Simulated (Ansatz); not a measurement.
# CH₉NO₂Si₂: one species, many methods

An exercise on one series of results from a longer session: the logs are not shown, and one member is left open.

The runs use Ansatz 0.2.0, Gaussian basis; functionals in def2-TZVPP, the program's frozen cores in correlated methods.

Levels to be run: PBE-D4, r2SCAN-D4, PBE0-D4, B3LYP-D4, ωB97X-V, ωB97M-V, B2PLYP; CCSD(T)/def2-TZVPP; MP2/def2-QZVPP; extrapolation to the limit.

**The geometry**

An earlier PBE0-D4 in a triple-zeta def2 set relaxation fixed the geometry.

SMILES `CO[Si](N)(O)[SiH3]`, 15 atoms, charge 0, spin multiplicity 1.

Atoms are counted from 1 here; the program's logs count them from 0.

Bond lengths: C1–O2 1.408 Å, C1–H7 1.091 Å, C1–H8 1.096 Å, C1–H9 1.095 Å, O2–Si3 1.641 Å, Si3–N4 1.708 Å, Si3–O5 1.644 Å, Si3–Si6 2.346 Å, N4–H10 1.007 Å, N4–H11 1.006 Å, O5–H12 0.961 Å, Si6–H13 1.490 Å, Si6–H14 1.491 Å, Si6–H15 1.490 Å. Angles: O2–C1–H7 108.2°, O2–C1–H8 111.7°, O2–C1–H9 111.5°, H7–C1–H8 108.3°, H7–C1–H9 108.6°, H8–C1–H9 108.4°, C1–O2–Si3 124.2°, O2–Si3–N4 102.3°, O2–Si3–O5 114.1°, O2–Si3–Si6 111.1°, N4–Si3–O5 109.8°, N4–Si3–Si6 116.8°, O5–Si3–Si6 103.2°, Si3–N4–H10 119.5°, Si3–N4–H11 121.1°, H10–N4–H11 111.9°, Si3–O5–H12 115.8°, Si3–Si6–H13 110.1° and more.

As a file:

```xyz
15

C    -1.6238    0.9681    1.1542
O    -1.3947   -0.0123    0.1696
Si    0.0753   -0.6610   -0.1611
N    -0.2595   -1.6510   -1.5116
O     0.6960   -1.5733    1.0577
Si    1.6920    1.0132   -0.4518
H    -2.6814    1.2363    1.1292
H    -1.0350    1.8742    0.9695
H    -1.3811    0.5958    2.1549
H    -0.9905   -1.3864   -2.1515
H     0.4715   -2.1688   -1.9701
H     0.2506   -2.4086    1.2226
H     2.9562    0.4187   -0.9691
H     1.2168    2.0125   -1.4508
H     2.0075    1.7427    0.8081
```

The first run:

Contents of in.yaml:

```yaml
crystal:
  periodic: [false, false, false]
  atoms:
    - {symbol: C, position_ang: [-1.623835, 0.968080, 1.154155]}
    - {symbol: O, position_ang: [-1.394707, -0.012296, 0.169621]}
    - {symbol: Si, position_ang: [0.075337, -0.661043, -0.161053]}
    - {symbol: N, position_ang: [-0.259471, -1.650980, -1.511572]}
    - {symbol: O, position_ang: [0.695981, -1.573306, 1.057742]}
    - {symbol: Si, position_ang: [1.692014, 1.013239, -0.451777]}
    - {symbol: H, position_ang: [-2.681358, 1.236270, 1.129231]}
    - {symbol: H, position_ang: [-1.035003, 1.874190, 0.969547]}
    - {symbol: H, position_ang: [-1.381110, 0.595819, 2.154915]}
    - {symbol: H, position_ang: [-0.990522, -1.386366, -2.151522]}
    - {symbol: H, position_ang: [0.471537, -2.168820, -1.970056]}
    - {symbol: H, position_ang: [0.250637, -2.408645, 1.222618]}
    - {symbol: H, position_ang: [2.956166, 0.418742, -0.969115]}
    - {symbol: H, position_ang: [1.216835, 2.012453, -1.450836]}
    - {symbol: H, position_ang: [2.007531, 1.742654, 0.808092]}
basis:
  gaussian: {orbitals: def2-TZVPP}
hamiltonian: {xc: pbe, dispersion: d4}
output: {forces: true, orbitals: {seedname: orbitals}}
```

On the command line:

```sh
ansatz run in.yaml --threads 2 --pin off --events-out ev --progress --plain --max-ram 32768MiB --backend cuda --devices 0, --max-vram 18GiB
```

Steps of the session up to this table: PBE-D4 (GGA); r2SCAN-D4 (meta-GGA); PBE0-D4 (hybrid); B3LYP-D4 (hybrid); ωB97X-V (range-separated); ωB97M-V (range-separated); B2PLYP (double hybrid); CCSD(T) in def2-TZVPP; MP2 in def2-QZVPP.

One of the session's tables, all rows but one given; the rest of the session is left out.

| method | atomisation energy (kcal/mol) |
| --- | --- |
| PBE-D4 | 1309.4 |
| r2SCAN-D4 | 1295.9 |
| PBE0-D4 | 1287.3 |
| B3LYP-D4 | 1297.1 |
| ωB97X-V | 1303.8 |
| ωB97M-V | 1301.0 |
| B2PLYP | 1281.4 |
| HF/def2-TZVPP | 930.0 |
| MP2/def2-TZVPP | 1278.4 |
| CCSD/def2-TZVPP | 1245.2 |
| CCSD(T)/def2-TZVPP | 1262.6 |
| MP2/CBS | ? |
| CCSD(T)/CBS | 1301.3 |

Q: Estimate the row for MP2/CBS from the others.

The run gave: atomisation energy (kcal/mol): 1317.1. In the column «atomisation energy (kcal/mol)» it is the highest.

Caveats from the session: Free atoms (1 C, 2 O, 2 Si, 1 N, 9 H) were run apart at each level; the atomisation energy is their sum less the molecule, without zero-point or spin-orbit terms.
